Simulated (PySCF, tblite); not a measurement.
**C4H9OSi radical: geometry, infrared bands and EPR parameters**

Aim: predict the infrared bands and EPR parameters of C4H9OSi radical (`[SiH3][C@@H]1C[CH]OC1`).

Programs: tblite 0.8.0 and PySCF 2.14.0, with density-fitted response routines of our own. Each step states its level of theory. These are calculated values for one molecule in the gas phase, unless marked as measured. Atoms are numbered from 0 throughout.

## 1. Starting geometry

15 atoms, charge 0, multiplicity 2; geometry from: force field or distance geometry start.

Bonds of the start (Å): Si0–C1 1.87, C1–C2 1.52, C2–C3 1.49, C3–O4 1.35, O4–C5 1.44, C5–C1 1.52, Si0–H6 1.49, Si0–H7 1.48, Si0–H8 1.49, C1–H9 1.10, C2–H10 1.09, C2–H11 1.09, C3–H12 1.09, C5–H13 1.10, C5–H14 1.09.

## 2. Optimising the geometry with GFN2-xTB

The job: settings as JSON, then the geometry in Å.

```
{"job": {"kind": "relax", "xc": "GFN2-xTB", "basis": "xTB"}, "charge": 0, "multiplicity": 2}
Si     2.006800    -0.062700     0.138500
C      0.188600     0.349300     0.250500
C     -0.716500    -0.777100     0.726200
C     -2.005200    -0.328300     0.117300
O     -1.893000     0.624300    -0.837900
C     -0.480700     0.782300    -1.041700
H      2.757700     1.128800    -0.335600
H      2.219100    -1.166600    -0.816500
H      2.528200    -0.472700     1.467400
H      0.088600     1.170400     0.982800
H     -0.452500    -1.760200     0.329600
H     -0.787900    -0.833900     1.815800
H     -3.011900    -0.653900     0.362300
H     -0.259900     1.830100    -1.281600
H     -0.185700     0.178100    -1.898900
```

Command:

```sh
> OMP_NUM_THREADS=1 python probes_run.py task.json out
```

This one command runs all jobs of the session in turn.

Output:

```text
step      E/eV     max force
  0    -513.50998    1.477
  1    -513.56765    0.513
  2    -513.58090    0.226
  3    -513.58669    0.156
  4    -513.58977    0.136
  5    -513.59208    0.110
  6    -513.59357    0.102
  7    -513.59490    0.097
  8    -513.59605    0.083
  9    -513.59692    0.068
 10    -513.59749    0.056
 11    -513.59794    0.058
 12    -513.59841    0.059
 13    -513.59891    0.057
 14    -513.59935    0.058
 15    -513.59970    0.046
 16    -513.60000    0.049
 17    -513.60029    0.050
 18    -513.60056    0.043
 19    -513.60077    0.037
 20    -513.60093    0.028
 21    -513.60110    0.045
 22    -513.60131    0.051
 23    -513.60153    0.037
 24    -513.60172    0.031
 25    -513.60185    0.028
 26    -513.60198    0.039
 27    -513.60215    0.044
 28    -513.60237    0.048
 29    -513.60263    0.047
 30    -513.60292    0.048
 31    -513.60332    0.062
 32    -513.60399    0.097
 33    -513.60509    0.146
 34    -513.60683    0.159
 35    -513.60937    0.148
 36    -513.61156    0.111
 37    -513.60974    0.392
 38    -513.61367    0.104
 39    -513.61442    0.073
 40    -513.61614    0.060
 41    -513.61642    0.052
 42    -513.61687    0.045
 43    -513.61698    0.038
 44    -513.61715    0.033
 45    -513.61725    0.031
 46    -513.61740    0.033
 47    -513.61754    0.031
 48    -513.61766    0.028
 49    -513.61775    0.027
 50    -513.61782    0.025
 51    -513.61790    0.030
 52    -513.61797    0.024
 53    -513.61803    0.021
 54    -513.61808    0.020
 55    -513.61813    0.018
 56    -513.61817    0.022
 57    -513.61821    0.017
 58    -513.61824    0.015
 59    -513.61827    0.015
 60    -513.61829    0.016
 61    -513.61831    0.010
 62    -513.61832    0.006
```

Wall time 0.33 s (1 thread of AMD EPYC 7B13, shared host).

Along the way: (not every step is listed)

```
step  energy from step 0 (eV)  largest force (eV/Å)
   0                   0.0000                1.4769
   1                  -0.0577                0.5134
   2                  -0.0709                0.2257
   3                  -0.0767                0.1557
   4                  -0.0798                0.1363
   5                  -0.0821                0.1098
   6                  -0.0836                0.1022
   7                  -0.0849                0.0970
   8                  -0.0861                0.0829
  12                  -0.0884                0.0591
  16                  -0.0900                0.0485
  20                  -0.0909                0.0281
  24                  -0.0917                0.0306
  28                  -0.0924                0.0476
  32                  -0.0940                0.0972
  36                  -0.1016                0.1111
  40                  -0.1062                0.0603
  44                  -0.1072                0.0326
  48                  -0.1077                0.0279
  52                  -0.1080                0.0237
  56                  -0.1082                0.0218
  57                  -0.1082                0.0166
  58                  -0.1083                0.0146
  59                  -0.1083                0.0148
  60                  -0.1083                0.0163
  61                  -0.1083                0.0101
  62                  -0.1083                0.0064
```

Distances of close pairs at the start and the end, largest changes first:

```
  bond  before (Å)  after (Å)  change (Å)
Si0–C1       1.868      1.899      +0.031
Si0–H6       1.486      1.463      -0.023
Si0–H8       1.485      1.463      -0.022
 O4–C5       1.436      1.416      -0.019
 C3–O4       1.354      1.371      +0.018
 C1–C2       1.521      1.536      +0.014
 C1–C5       1.518      1.531      +0.013
C3–H12       1.086      1.074      -0.012
```

The final coordinates are the input of the step that follows.

## 3. Infrared spectrum with GFN2-xTB

The job: settings as JSON, then the geometry in Å.

```
{"job": {"kind": "ir", "xc": "GFN2-xTB", "basis": "xTB"}, "charge": 0, "multiplicity": 2}
Si     2.013680    -0.101393     0.113754
C      0.194450     0.412633     0.290896
C     -0.735831    -0.709461     0.774330
C     -2.036065    -0.285699     0.192899
O     -1.866283     0.571318    -0.864301
C     -0.480938     0.821554    -1.020593
H      2.790368     1.044083    -0.361539
H      2.100415    -1.202080    -0.847905
H      2.494063    -0.537557     1.424799
H      0.101420     1.249856     0.990062
H     -0.411775    -1.688503     0.382583
H     -0.766634    -0.792588     1.861998
H     -2.940584    -0.864189     0.173925
H     -0.342499     1.875856    -1.269825
H     -0.118202     0.214158    -1.862996
```

Output:

```text
mode    cm-1     km/mol
  1     107.7      0.33
  2     112.4      2.02
  3     197.4      0.54
  4     214.4      1.99
  5     313.4      2.22
  6     431.1     28.86
  7     476.0     18.23
  8     545.1     55.28
  9     567.1     51.48
 10     722.9      6.82
 11     770.6    142.76
 12     778.2    164.84
 13     780.3    288.95
 14     816.9    156.91
 15     904.1      0.56
 16     963.2     25.04
 17     979.0     25.74
 18    1007.1      7.05
 19    1043.4      3.89
 20    1089.3     13.38
 21    1117.5      8.58
 22    1152.3     34.16
 23    1187.6      9.77
 24    1222.0      7.43
 25    1245.2     14.03
 26    1282.5     14.66
 27    1301.9     12.41
 28    1333.9     49.73
 29    1474.8      0.05
 30    1485.4      0.69
 31    2263.6    285.40
 32    2271.9    272.10
 33    2276.7    304.90
 34    2795.3     59.84
 35    2860.7     57.20
 36    2934.9     44.74
 37    2969.1     44.30
 38    2972.9     36.86
 39    3121.8     40.17
```

Wall time 0.41 s (1 thread of AMD EPYC 7B13, shared host).

Which atoms move in the most intense modes:

```
cm⁻¹  km/mol                                atoms
 771   142.8            H8 42 %, H6 33 %, H7 17 %
 778   164.8            H7 57 %, H6 24 %, H8 16 %
 780   288.9            H6 29 %, H8 29 %, H7 21 %
 817   156.9  C1 20 %, Si0 16 %, C2 15 %, C5 12 %
2264   285.4                              H7 97 %
2272   272.1                              H6 96 %
2277   304.9                              H8 96 %
2795    59.8                             H10 92 %
```

## 4. g tensor and hyperfine couplings: B3LYP/pcH-1

Same as in step 3 but for these lines:

```diff
@@ -1,2 +1,2 @@
-{"job": {"kind": "ir", "xc": "GFN2-xTB", "basis": "xTB"}, "charge": 0, "multiplicity": 2}
+{"job": {"kind": "epr", "basis": "pcH-1"}, "charge": 0, "multiplicity": 2}
 Si     2.013680    -0.101393     0.113754
```

Method: UKS B3LYP, pcH-1 on C H O Si, non-relativistic, mean-field spin-orbit, GIAO.

Output:

```text
UKS, coarse grid
  cycle   1  E = -522.44946907  |g| = 4.10e-01
  cycle   2  E = -522.36817002  |g| = 6.25e-01
  cycle   3  E = -522.51046866  |g| = 8.76e-02
  cycle   4  E = -522.51266698  |g| = 3.90e-02
  cycle   5  E = -522.51337749  |g| = 8.46e-03
  cycle   6  E = -522.51341006  |g| = 2.15e-03
  cycle   7  E = -522.51341264  |g| = 1.17e-03
  cycle   8  E = -522.51341349  |g| = 2.18e-04
UKS, final grid
  cycle   1  E = -522.51342780  |g| = 2.12e-04
  cycle   2  E = -522.51342779  |g| = 3.17e-04
  cycle   3  E = -522.51342783  |g| = 4.07e-05
  cycle   4  E = -522.51342783  |g| = 2.36e-05
E = -522.51342783 Eh   <S^2> = 0.7535 (exact 0.7500)
g shifts (ppm)      1          2          3
  rmc          -193       -193       -193
  gc             -6         23         31
  oz_so         -24       1284       2237
  total        -223       1115       2075
hyperfine (MHz)  atom isotope    a_iso     a_fc   dipolar eigenvalues
    0  29Si       2.18       2.18     -0.30      0.07      0.24
    1   13C       0.72       0.72     -1.54     -0.01      1.54
    2   13C     -20.45     -20.47     -2.19     -1.15      3.35
    3   13C     156.55     156.56    -74.84    -74.14    148.98
    4   17O     -31.57     -31.63    -71.38     34.33     37.05
    5   13C      -4.12      -4.12     -1.77     -1.07      2.83
    6    1H      -0.07      -0.07     -0.59     -0.58      1.17
    7    1H       0.57       0.57     -1.03     -0.76      1.79
    8    1H      -0.05      -0.05     -0.77     -0.68      1.45
    9    1H      -1.50      -1.50     -3.26     -2.72      5.99
   10    1H     110.72     110.71     -4.74     -2.90      7.64
   11    1H      51.55      51.54     -5.01     -4.63      9.63
   12    1H     -30.94     -30.97    -34.46     -1.49     35.94
   13    1H       0.75       0.75     -3.25     -2.77      6.02
   14    1H      17.26      17.26     -3.33     -2.77      6.09
```

It took 42 s on 1 thread of AMD EPYC 7B13, shared host; peak memory 0.93 GiB.

Principal g values 2.00210, 2.00343, 2.00439; g(iso) = 2.00331, against 2.00232 for a free electron.

Hyperfine couplings; where a row names several nuclei, a(iso) is their mean (it holds for fast rotation or exchange) and the dipolar term the largest among them:

```
    nuclei  isotope  a(iso) (MHz)  a(iso) (G, at g = 2.0023)  largest dipolar term (MHz)
        C3      13C         156.5                       55.9                       149.0
       H10       1H         110.7                       39.5                         7.6
       H11       1H          51.5                       18.4                         9.6
        O4      17O         -31.6                      -11.3                       -71.4
       H12       1H         -30.9                      -11.0                        35.9
        C2      13C         -20.5                       -7.3                         3.3
       H14       1H          17.3                        6.2                         6.1
        C5      13C          -4.1                       -1.5                         2.8
       Si0     29Si           2.2                        0.8                        -0.3
        H9       1H          -1.5                       -0.5                         6.0
       H13       1H           0.7                        0.3                         6.0
        C1      13C           0.7                        0.3                         1.5
H6, H7, H8       1H           0.2                        0.1                         1.8
```

Mulliken spin populations:

Si0 0.00; C1 0.01; C2 -0.06; C3 0.88; O4 0.13; C5 -0.01; H6 0.00; H7 0.00; H8 0.00; H9 0.00; H10 0.05; H11 0.02; H12 -0.03; H13 0.00; H14 0.01

In first order the couplings over 0.8 MHz of 1H give 32 distinct lines over 75.6 G, if the averaged nuclei exchange fast; the same motion can average rows kept apart here too.

Orbitals, density, ELF and potential are computed afterwards from the orbital file.

ELF in a plane through or near 6 of the atoms.

Ten even steps from ' ' (0.00) to '@' (1.00):
```
                                                        
                                                        
                                                        
                                                        
          ::**%%##--          ::::..                    
        ..##@@@@@@%%        ::====--                    
        ::%%@@@@@@@@::    ::++****==..  ..====..        
        ..**@@@@@@%%--..  --++::--++==--##@@@@**..      
          ::++==......++++++##::++@@**++@@@@@@%%==      
          ::::  %%##..##%%**##++**##::--@@@@@@##--      
      ..==%%@@**..::--%%##****::  --##++--::::..        
      ==%%@@@@@@%%--==++==##%%++++**++##--              
      ++%%@@@@@@@@--    ..====--%%##::%%##--            
      ::**@@@@@@##..    ..++++======##%%##--            
          --++++..      ::**##**..  ::==--..            
                        ..++##++..                      
                          ..::..                        
                                                        
                                                        
                                                        
```
The map spans 11.2 Å across and 9.6 Å up, centred on the molecule. Atoms in the plane (x, y in Å): Si0 (-2.0, 0.2), C2 (0.8, 1.0), C3 (2.0, 0.3), O4 (1.8, -1.1), C5 (0.4, -1.3), H12 (3.0, 0.6).

On the surface of density 0.002 e/bohr³ the electrostatic potential runs, from the 1st to the 99th percentile, from -1.37 V near O4 to 1.09 V near H6.

The spin density lies nearest to C3 61 %; O4 17 %; H12 9 %.

## 5. What came out

```
                                                                  quantity                  value
                                 strongest single infrared mode (GFN2-xTB)  2277 cm⁻¹, 305 km/mol
                                              zero-point energy (GFN2-xTB)          71.6 kcal/mol
                                                            g(iso) (B3LYP)                2.00331
                                                                      ⟨S²⟩     0.753 (exact 0.75)
                                        largest a(iso) (averaged by class)   13C on C3, 156.5 MHz
potential on the surface of density 0.002 e/bohr³, 1st and 99th percentile     -1.37 V and 1.09 V
```

In words: The optimisation took 62 steps and gained 0.108 eV; among the close pairs (by a distance rule), Si0–C1 changed most, from 1.868 to 1.899 Å. No mode is imaginary among the 39: a minimum at this level. The strongest single mode, at 2277 cm⁻¹, moves mainly H8. GFN2-xTB is a fitted tight-binding method: band positions and strengths are rough. Its intensities can rank the bands wrongly. Most of the unpaired spin sits on C3 (0.88 e). The isotropic g lies 1.0 ppt above the free-electron value. These values are for one conformer; the search (at its own cheap level) found 1 more, at 0.11 kcal/mol, and measured spectra average over such forms.
